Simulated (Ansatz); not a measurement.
# Cl₂H₄O₂Si₂: a ladder of functionals and wavefunction methods

One table from this session's results is given with a row withheld; the runs are named, their logs left out.

The runs use Ansatz 0.2.0, Gaussian basis; functionals in def2-TZVPP, the program's frozen cores in correlated methods.

The runs, in order: PBE-D4, r2SCAN-D4, PBE0-D4, B3LYP-D4, ωB97X-V, ωB97M-V, B2PLYP; CCSD(T)/def2-TZVPP; MP2/def2-QZVPP; extrapolation to the limit.

**The relaxed structure**

All runs share one geometry, relaxed beforehand with PBE0-D4 in a triple-zeta def2 set.

SMILES `O[Si](O)(Cl)[SiH2]Cl`, 10 atoms, charge 0, spin multiplicity 1.

Atoms are counted from 1 here; the program's logs count them from 0.

Bond lengths: O1–Si2 1.634 Å, O1–H7 0.959 Å, Si2–O3 1.625 Å, Si2–Cl4 2.065 Å, Si2–Si5 2.334 Å, O3–H8 0.960 Å, Si5–Cl6 2.066 Å, Si5–H9 1.483 Å, Si5–H10 1.483 Å. Angles: Si2–O1–H7 117.9°, O1–Si2–O3 108.6°, O1–Si2–Cl4 107.8°, O1–Si2–Si5 113.4°, O3–Si2–Cl4 111.5°, O3–Si2–Si5 107.8°, Cl4–Si2–Si5 107.8°, Si2–O3–H8 119.0°, Si2–Si5–Cl6 105.7°, Si2–Si5–H9 112.4°, Si2–Si5–H10 112.4°, Cl6–Si5–H9 107.9°, Cl6–Si5–H10 108.3°, H9–Si5–H10 109.9°.

The first run:

Contents of in.yaml:

```yaml
crystal:
  periodic: [false, false, false]
  atoms:
    - {symbol: O, position_ang: [-1.544670, -1.115103, 0.274183]}
    - {symbol: Si, position_ang: [-0.032788, -0.537243, 0.495668]}
    - {symbol: O, position_ang: [1.023313, -1.752195, 0.275090]}
    - {symbol: Cl, position_ang: [0.077690, 0.223404, 2.411842]}
    - {symbol: Si, position_ang: [0.531441, 1.176817, -0.984769]}
    - {symbol: Cl, position_ang: [-0.976204, 2.579428, -0.815864]}
    - {symbol: H, position_ang: [-2.277313, -0.599267, 0.616506]}
    - {symbol: H, position_ang: [0.896400, -2.572821, 0.756815]}
    - {symbol: H, position_ang: [0.570240, 0.716125, -2.394300]}
    - {symbol: H, position_ang: [1.814891, 1.829756, -0.632170]}
basis:
  gaussian: {orbitals: def2-TZVPP}
hamiltonian: {xc: pbe, dispersion: d4}
output: {forces: true, orbitals: {seedname: orbitals}}
```

Command:

```console
ansatz run in.yaml --threads 2 --pin off --events-out ev --progress --plain --max-ram 22528MiB --backend cuda --devices 0, --max-vram 18GiB
```

Among the steps run: PBE-D4 (GGA); r2SCAN-D4 (meta-GGA); PBE0-D4 (hybrid); B3LYP-D4 (hybrid); ωB97X-V (range-separated); ωB97M-V (range-separated); B2PLYP (double hybrid); CCSD(T) in def2-TZVPP; MP2 in def2-QZVPP.

One of the session's tables, all rows but one given; the rest of the session is left out.

| method | atomisation energy (kcal/mol) |
| --- | --- |
| PBE-D4 | 856.9 |
| r2SCAN-D4 | 853.4 |
| PBE0-D4 | 842.0 |
| B3LYP-D4 | 841.2 |
| ωB97X-V | 854.7 |
| ωB97M-V | 853.3 |
| B2PLYP | 834.2 |
| HF/def2-TZVPP | ? |
| MP2/def2-TZVPP | 848.8 |
| CCSD/def2-TZVPP | 810.1 |
| CCSD(T)/def2-TZVPP | 824.3 |
| MP2/CBS | 879.2 |
| CCSD(T)/CBS | 854.7 |

Estimate the missing values for HF/def2-TZVPP.

As computed: atomisation energy (kcal/mol): 612.3. In the column «atomisation energy (kcal/mol)» it is the lowest.
